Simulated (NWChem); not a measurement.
# SiBr (SMILES [Si]Br) at ULCCD/6-311+G(d,p)/LANL2DZ (core potential)

What is the vertical ionisation energy of SiBr at ULCCD/6-311+G**/LANL2DZ (core potential)? Input form: an ASE script.

Program for the calculation: NWChem 7.3.0.

1 further run of the same task is left out (set aside as unsound or not needed).

### Step 1. Starting point

The species is SiBr (2 atoms), meant as a doublet with charge 0. As SMILES, `[Si]Br`. Geometry: relaxed at GFN2-xTB.

Bond lengths: Si1–Br2 2.343 Å.

### Step 2. The energy at ULCCD/6-311+G(d,p)/LANL2DZ (core potential)

run.py

```python
from ase import Atoms
from ase.calculators.nwchem import NWChem

system = Atoms(['Si', 'Br'], positions=[
    [0.000000, 0.000000, 0.000000],
    [0.000000, 0.000000, 2.342620],
])

calc = NWChem(
    label='job',
    theory='tce',
    memory='2200 mb',
    basis={'Si': '6-311+G**', 'Br': 'LANL2DZ'},
    basispar='spherical bse',
    scf={'nopen': '1', 'uhf': None, 'thresh': '1e-06', 'maxiter': '60', 'direct': None},
    tce={'scf': None, 'lccd': None, 'freeze': 'core 5', 'maxiter': '100'},
    task='energy',
    **{'ecp bse': {'Br library': 'LANL2DZ'}},
)
system.calc = calc

print(f"energy = {system.get_potential_energy():.6f} eV")
```

Command:

```
$ export ASE_NWCHEM_COMMAND="nwchem PREFIX.nwi > PREFIX.nwo"
$ python run.py
```

The program printed:

```text
energy = -8216.411450 eV
```

The calculator wrote job.nwi:

```
title "job"

permanent_dir job

scratch_dir job

start job

geometry units angstrom nocenter noautosym noautoz
  Si 0.0000000000000000e+00 0.0000000000000000e+00 0.0000000000000000e+00
  Br 0.0000000000000000e+00 0.0000000000000000e+00 2.3426200000000001e+00
end

memory 2200 mb

basis spherical bse noprint
  Si library 6-311+G**
  Br library LANL2DZ
end

scf
  nopen 1
  uhf
  thresh 1e-06
  maxiter 60
  direct
end
tce
  scf
  lccd
  freeze core 5
  maxiter 100
end
ecp bse
  Br library LANL2DZ
end

task tce energy
```

job.nwo:

```text
Northwest Computational Chemistry Package (NWChem) 7.3.0
             --------------------------------------------------------

           Job information
           ---------------

    nwchem branch   = 7.3.0
    use scalapack   = T
    input           = job.nwi
    prefix          = job.
    data base       = job/job.db
    status          = startup
    nproc           =        1

           Memory information
           ------------------

    heap     =     72089596 doubles =      550.0 Mbytes
    stack    =     72089601 doubles =      550.0 Mbytes
    global   =    144179200 doubles =     1100.0 Mbytes (distinct from heap & stack)
    total    =    288358397 doubles =     2200.0 Mbytes
    verify   = yes
    hardfail = no

           Directory information
           ---------------------

  0 permanent = job
  0 scratch   = job

[... 27 lines left out ...]
            Nuclear Dipole moment (a.u.)
[... 61 lines left out ...]
 1-e energy   =    -466.294974
[... 7 lines left out ...]
         Quadratically convergent UHF
[... 13 lines left out ...]
       Final UHF  results
[... 3 lines left out ...]
      One electron energy =   -466.009336536279
[... 1 line left out ...]
 Nuclear repulsion energy =     22.137337853331
[... 33 lines left out ...]
          Final beta eigenvalues
[... 179 lines left out ...]
                     UHF Final Beta Molecular Orbital Analysis
[... 300 lines left out ...]
 tce_ao2e: fast2e=1
 half-transformed integrals in memory

 2-e (intermediate) file size =         4281460
 2-e (intermediate) file name = job/job.v2i

 tce_mo2e: fast2e=1
 2-e integrals stored in memory

 2-e file size   =          2945851
 2-e file name   = job/job.v2
 T2-number-of-boxes                    3

 t2 file size   =            68524
 t2 file name   = job/job.t2
 t2 file handle =       -998

 LCCD iterations
 --------------------------------------------------------
 Iter          Residuum       Correlation     Cpu    Wall
 --------------------------------------------------------
    1   0.0882812681495  -0.0786800979817     0.0     0.0
    2   0.0334236046245  -0.0927790677686     0.0     0.0
    3   0.0157750662674  -0.0973271301405     0.0     0.0
[... 45 lines of this table left out ...]
   49   0.0000000768225  -0.1005232170206     0.0     0.0
 --------------------------------------------------------
 Iterations converged
 LCCD correlation energy / hartree =        -0.100523217020599
 LCCD total energy / hartree       =      -301.947553952364274

 Doubles contributions

 Task  times  cpu:        1.1s     wall:        1.1s
 Total times  cpu:        1.1s     wall:        1.1s
```

It took 1.9 s on 1 thread of AMD EPYC 9R45 (Zen 5), shared host; peak memory 0.15 GiB.

### Step 3. The singlet cation

run.py

```python
from ase import Atoms
from ase.calculators.nwchem import NWChem

molecule = Atoms('SiBr', positions=[
    [0.000000, 0.000000, 0.000000],
    [0.000000, 0.000000, 2.342620],
])

calc = NWChem(
    label='nw',
    theory='tce',
    memory='2200 mb',
    basis={'Si': '6-311+G**', 'Br': 'LANL2DZ'},
    basispar='spherical bse',
    charge=1,
    scf={'nopen': '0', 'rhf': None, 'thresh': '1e-06', 'maxiter': '80', 'direct': None, 'print': 'low'},
    tce={'scf': None, 'lccd': None, 'freeze': 'core 5', 'maxiter': '100'},
    task='energy',
    **{'ecp bse': {'Br library': 'LANL2DZ'}},
)
molecule.calc = calc

e = molecule.get_potential_energy()
print(f"E = {e:.6f} eV")
```

Command:

```
$ export ASE_NWCHEM_COMMAND="nwchem PREFIX.nwi > PREFIX.nwo"
$ python run.py
```

The program printed:

```text
E = -8209.023713 eV
```

The calculator wrote nw.nwi:

```
title "nw"

permanent_dir nw

scratch_dir nw

start nw

geometry units angstrom nocenter noautosym noautoz
  Si 0.0000000000000000e+00 0.0000000000000000e+00 0.0000000000000000e+00
  Br 0.0000000000000000e+00 0.0000000000000000e+00 2.3426200000000001e+00
end

charge 1

memory 2200 mb

basis spherical bse noprint
  Si library 6-311+G**
  Br library LANL2DZ
end

scf
  nopen 0
  rhf
  thresh 1e-06
  maxiter 80
  direct
  print low
end
tce
  scf
  lccd
  freeze core 5
  maxiter 100
end
ecp bse
  Br library LANL2DZ
end

task tce energy
```

nw.nwo:

```text
Northwest Computational Chemistry Package (NWChem) 7.3.0
             --------------------------------------------------------

           Job information
           ---------------

    nwchem branch   = 7.3.0
    use scalapack   = T
    input           = nw.nwi
    prefix          = nw.
    data base       = nw/nw.db
    status          = startup
    nproc           =        1

           Memory information
           ------------------

    heap     =     72089596 doubles =      550.0 Mbytes
    stack    =     72089601 doubles =      550.0 Mbytes
    global   =    144179200 doubles =     1100.0 Mbytes (distinct from heap & stack)
    total    =    288358397 doubles =     2200.0 Mbytes
    verify   = yes
    hardfail = no

           Directory information
           ---------------------

  0 permanent = nw
  0 scratch   = nw

[... 27 lines left out ...]
            Nuclear Dipole moment (a.u.)
[... 47 lines left out ...]
       Final RHF  results
[... 2 lines left out ...]
         Total SCF energy =   -301.564943369670
      One-electron energy =   -460.065073275788
      Two-electron energy =    136.362792052787
 Nuclear repulsion energy =     22.137337853331
[... 98 lines left out ...]
 tce_ao2e: fast2e=1
 half-transformed integrals in memory

 2-e (intermediate) file size =         4313228
 2-e (intermediate) file name = nw/nw.v2i

 tce_mo2e: fast2e=1
 2-e integrals stored in memory

 2-e file size   =          2086522
 2-e file name   = nw/nw.v2
 T2-number-of-boxes                    2

 t2 file size   =            39200
 t2 file name   = nw/nw.t2
 t2 file handle =       -999

 LCCD iterations
 --------------------------------------------------------
 Iter          Residuum       Correlation     Cpu    Wall
 --------------------------------------------------------
    1   0.0897223568817  -0.0908396816950     0.0     0.0
    2   0.0359778263789  -0.1022305234134     0.0     0.0
    3   0.0175482828972  -0.1074274084647     0.0     0.0
[... 30 lines of this table left out ...]
   34   0.0000000907747  -0.1111162631127     0.0     0.0
 --------------------------------------------------------
 Iterations converged
 LCCD correlation energy / hartree =        -0.111116263112661
 LCCD total energy / hartree       =      -301.676059632783108

 Doubles contributions

 Task  times  cpu:        0.8s     wall:        0.8s
 Total times  cpu:        0.8s     wall:        0.8s
```

Wall time 1.6 s (1 thread of AMD EPYC 9R45 (Zen 5), shared host); peak memory 0.15 GiB.

### Step 4. Outcome

Level: ULCCD/6-311+G**/LANL2DZ (core potential), 5 core orbitals frozen.

| quantity | value |
| --- | --- |
| doublet SiBr: total energy | -301.94755 Eh |
| doublet SiBr: HOMO energy (Hartree–Fock orbitals) (highest over α and β) | -8.30 eV |
| doublet SiBr: LUMO energy (Hartree–Fock orbitals) (lowest over α and β) | -0.50 eV |
| doublet SiBr: correlation energy (5 core orbitals frozen) | -100.5 mEh |
| doublet SiBr: ⟨S²⟩ of the reference determinant | 0.762 |
| singlet cation: total energy | -301.67606 Eh |
| singlet cation: correlation energy (5 core orbitals frozen) | -111.1 mEh |
| vertical ionisation energy (to the singlet cation) | 7.388 eV |

In words: Removing an electron at fixed nuclei costs 7.39 eV (170 kcal/mol). Only the singlet of the ionised species was computed; a triplet could lie lower.
